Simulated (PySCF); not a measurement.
**One shape, several levels: CH5FOSi (SMILES CO[SiH2]F)**

Aim: a comparison of 5 runs (HF/STO-3G, HF/def2-SVP, B3LYP/STO-3G, PBE/STO-3G, B3LYP/6-31G*) of CH5FOSi. Input form: a Python script.

The results are computed with PySCF 2.14.0.

## 1. Starting point

CH5FOSi has 9 atoms, charge 0, and is taken as a singlet. SMILES: `CO[SiH2]F`. The coordinates come from a PBE0-D4/def2-TZVP relaxation. This is one conformer, not always the lowest.

Bond lengths: C1–O2 1.412 Å, O2–Si3 1.623 Å, Si3–F4 1.598 Å, C1–H5 1.094 Å, C1–H6 1.091 Å, C1–H7 1.096 Å, Si3–H8 1.474 Å, Si3–H9 1.483 Å. Some angles: C1–O2–Si3 125.2°, O2–Si3–F4 111.1°, O2–C1–H5 110.6°, O2–C1–H6 108.3°, O2–C1–H7 111.7°, O2–Si3–H8 106.8°, O2–Si3–H9 110.6°, F4–Si3–H8 108.2°, F4–Si3–H9 105.9°, H5–C1–H6 108.8°.

## 2. Energy and forces at HF/STO-3G (run 1)

Contents of job.py:

```python
from pyscf import gto

molecule = gto.Mole()
molecule.atom = '''
C     -0.529501     2.174508    -1.300887
O     -1.405200    -0.121320    -0.260782
Si     0.319175    -2.131044     1.284825
F      2.271451    -3.524717    -0.548210
H      0.358292     1.850042    -3.138457
H     -2.146540     3.427207    -1.555245
H      0.837905     3.105765    -0.054802
H     -1.413893    -4.047226     2.327954
H      1.875364    -0.820519     3.213101
'''
molecule.charge = 0
molecule.basis = 'sto-3g'
molecule.max_memory = 1860
molecule.spin = 0
molecule.verbose = 3
molecule.unit = 'bohr'
molecule.build()

hf = molecule.RHF()
hf.conv_tol = 1e-10
hf.kernel()
if not hf.converged:
    hf = hf.newton().run(hf.mo_coeff, hf.mo_occ)

energy = hf.e_tot
print('E(%s) = %.9f' % ('HF', energy))
grad = hf.nuc_grad_method().kernel()
dip = hf.dip_moment()
pop, q = hf.mulliken_pop()
```

Run with:

```console
$ OMP_NUM_THREADS=1 python job.py
```

The log of the run:

```text
converged SCF energy = -497.827528011343
E(HF) = -497.827528011
--------------- RHF gradients ---------------
         x                y                z
0 C    -0.0078909438     0.0121438430    -0.0093692093
1 O     0.0296379474    -0.0074312680     0.0117862952
2 Si    -0.0158320712     0.0110134039    -0.0450954022
3 F    -0.0056090603     0.0042650052     0.0098402611
4 H    -0.0025553920    -0.0047263952     0.0029704172
5 H     0.0004612725    -0.0033667132     0.0018413249
6 H    -0.0011492334    -0.0048291316     0.0030669192
7 H    -0.0163826561    -0.0215990371     0.0079871230
8 H     0.0193201369     0.0145302931     0.0169722708
----------------------------------------------
Dipole moment(X, Y, Z, Debye):  0.25578,  0.72135,  0.74955
 ** Mulliken pop  **
pop of  0 C 1s            1.99231
pop of  0 C 2s            1.17761
pop of  0 C 2px           1.01181
pop of  0 C 2py           0.87906
pop of  0 C 2pz           0.99674
pop of  1 O 1s            1.99751
pop of  1 O 2s            1.80136
pop of  1 O 2px           1.66708
pop of  1 O 2py           1.28423
pop of  1 O 2pz           1.71703
pop of  2 Si 1s           1.99961
pop of  2 Si 2s           1.98718
pop of  2 Si 3s           1.08324
pop of  2 Si 2px          1.96467
pop of  2 Si 2py          1.96547
pop of  2 Si 2pz          1.96565
pop of  2 Si 3px          0.65107
pop of  2 Si 3py          0.67745
pop of  2 Si 3pz          0.66462
pop of  3 F 1s            1.99915
pop of  3 F 2s            1.95626
pop of  3 F 2px           1.75702
pop of  3 F 2py           1.85104
pop of  3 F 2pz           1.78262
pop of  4 H 1s            0.94393
pop of  5 H 1s            0.93249
pop of  6 H 1s            0.95214
pop of  7 H 1s            1.16226
pop of  8 H 1s            1.17942
 ** Mulliken atomic charges  **
charge of    0C =     -0.05752
charge of    1O =     -0.46721
charge of    2Si =      1.04105
charge of    3F =     -0.34608
charge of    4H =      0.05607
charge of    5H =      0.06751
charge of    6H =      0.04786
charge of    7H =     -0.16226
charge of    8H =     -0.17942
```

Wall time 1.7 s (1 thread of Intel Xeon at 2.70GHz, shared host); peak memory 0.12 GiB.

## 3. Energy and gradient at HF/def2-SVP (run 2)

Contents of calc.py:

```python
import pyscf.grad
from pyscf import gto, scf

mol = gto.M(
    atom='''
C     -0.280200     1.150700    -0.688400
O     -0.743600    -0.064200    -0.138000
Si     0.168900    -1.127700     0.679900
F      1.202000    -1.865200    -0.290100
H      0.189600     0.979000    -1.660800
H     -1.135900     1.813600    -0.823000
H      0.443400     1.643500    -0.029000
H     -0.748200    -2.141700     1.231900
H      0.992400    -0.434200     1.700300
''',
    max_memory=1860,
    basis='def2-svp',
    spin=0,
    verbose=4,
)

myscf = scf.RHF(mol)
myscf.conv_tol = 1e-10
myscf.kernel()
if not myscf.converged:
    myscf = myscf.newton().run(myscf.mo_coeff, myscf.mo_occ)

e_final = myscf.e_tot
print(f'total energy: {e_final:.8f} hartree')
grad = myscf.Gradients().kernel()
myscf.analyze()
```

Run with:

```console
$ OMP_NUM_THREADS=1 python calc.py
```

The log of the run:

```text
PySCF version 2.14.0

[... 79 lines left out ...]
One-electron Energy =                -1060.309653476436324
[... 12 lines left out ...]
MO #8   energy= -4.29314570369752  occ= 2
[... 10 lines left out ...]
MO #19  energy= -0.505985268161268 occ= 2
[... 10 lines left out ...]
MO #30  energy= 0.368246862949533  occ= 0
[... 10 lines left out ...]
MO #41  energy= 0.864110784027125  occ= 0
[... 10 lines left out ...]
MO #52  energy= 1.57364636082176   occ= 0
[... 10 lines left out ...]
MO #63  energy= 2.02401214974838   occ= 0
[... 10 lines left out ...]
MO #74  energy= 3.02884019091427   occ= 0
[... 10 lines left out ...]
MO #85  energy= 3.97188792795761   occ= 0
[... 97 lines left out ...]
Dipole moment(X, Y, Z, Debye): -0.03003,  1.80995,  0.49846
```

Run time: 9.9 s. Hardware: 1 thread of Intel Xeon at 2.70GHz, shared host; peak memory 0.17 GiB.

Runs 3 to 4 aren't shown in full; the table further down has their settings and results.

## 4. Energy and forces at B3LYP/6-31G(d) (Cartesian functions) (run 5)

Contents of calc.py:

```python
# CO[SiH2]F
import pyscf.grad
from pyscf import gto, dft

mol = gto.Mole()
mol.atom = [
    ('C', (-0.280200, 1.150700, -0.688400)),
    ('O', (-0.743600, -0.064200, -0.138000)),
    ('Si', (0.168900, -1.127700, 0.679900)),
    ('F', (1.202000, -1.865200, -0.290100)),
    ('H', (0.189600, 0.979000, -1.660800)),
    ('H', (-1.135900, 1.813600, -0.823000)),
    ('H', (0.443400, 1.643500, -0.029000)),
    ('H', (-0.748200, -2.141700, 1.231900)),
    ('H', (0.992400, -0.434200, 1.700300)),
]
mol.max_memory = 1860
mol.verbose = 4
mol.cart = True
mol.basis = '6-31g*'
mol.charge = 0
mol.build()

mf = dft.RKS(mol, xc='b3lyp')
mf.grids.level = 5
mf.conv_tol = 1e-10
mf.kernel()
if not mf.converged:
    mf = mf.newton().run(mf.mo_coeff, mf.mo_occ)

e_tot = mf.e_tot
print('E(%s) = %.9f' % ('B3LYP', e_tot))
grad = mf.Gradients().kernel()
mf.analyze()
```

Run with:

```console
$ OMP_NUM_THREADS=1 python calc.py
```

The log of the run:

```text
PySCF version 2.14.0

[... 78 lines left out ...]
converged SCF energy = -505.757771412358
[... 25 lines left out ...]
MO #4   energy= -10.2443786809772  occ= 2
[... 9 lines left out ...]
MO #14  energy= -0.468845572473838 occ= 2
[... 9 lines left out ...]
MO #24  energy= 0.103160455785586  occ= 0
[... 9 lines left out ...]
MO #34  energy= 0.494812381022018  occ= 0
[... 9 lines left out ...]
MO #44  energy= 0.950833490418829  occ= 0
[... 9 lines left out ...]
MO #54  energy= 1.49810321361653   occ= 0
[... 9 lines left out ...]
MO #64  energy= 2.10512341669018   occ= 0
[... 9 lines left out ...]
MO #74  energy= 4.2201808247627    occ= 0
[... 86 lines left out ...]
Dipole moment(X, Y, Z, Debye):  0.00892,  1.58234,  0.31625
```

Run time: 37 s. Hardware: 1 thread of Intel Xeon at 2.70GHz, shared host; peak memory 0.73 GiB.

## 5. All runs side by side

```tsv
run	level	integration grid	Cartesian functions	energy (Eh)	dipole moment (D)	HOMO energy (eV)	LUMO energy (eV)	wall time
1	HF/STO-3G	–	no	-497.827528	1.07	-9.12	12.80	1.7 s
2	HF/def2-SVP	–	no	-503.843946	1.88	-12.69	4.67	9.9 s
3	B3LYP/STO-3G	5	no	-499.350007	0.79	-4.05	7.01	14 s
4	PBE/STO-3G	5	no	-498.951968	0.71	-2.49	5.94	16 s
5	B3LYP/6-31G* (Cartesian functions)	5	yes	-505.757771	1.61	-8.27	1.08	37 s
```

## 6. What came out

| quantity | value |
| --- | --- |
| run 5: total energy | -505.75777 Eh |
| run 5: dipole moment | 1.61 D |
| run 5: HOMO energy | -8.27 eV |
| run 5: LUMO energy | 1.08 eV |
| run 5: HOMO–LUMO gap | 9.36 eV |
| run 5: largest force on an atom | 0.571 eV/Å |

What this shows: The dipole moment (its size) runs from 0.71 D (PBE/STO-3G) to 1.88 D (HF/def2-SVP). The two ends differ in method and basis. The HOMO–LUMO gap runs from 8.43 eV (PBE/STO-3G) to 21.92 eV (HF/STO-3G). Exact exchange widens orbital gaps. Totals of different functionals can't be ranked against each other. In runs 1, 3, 4 the basis is minimal, so the values are rough. All runs together took 78 s, the longest 37 s.
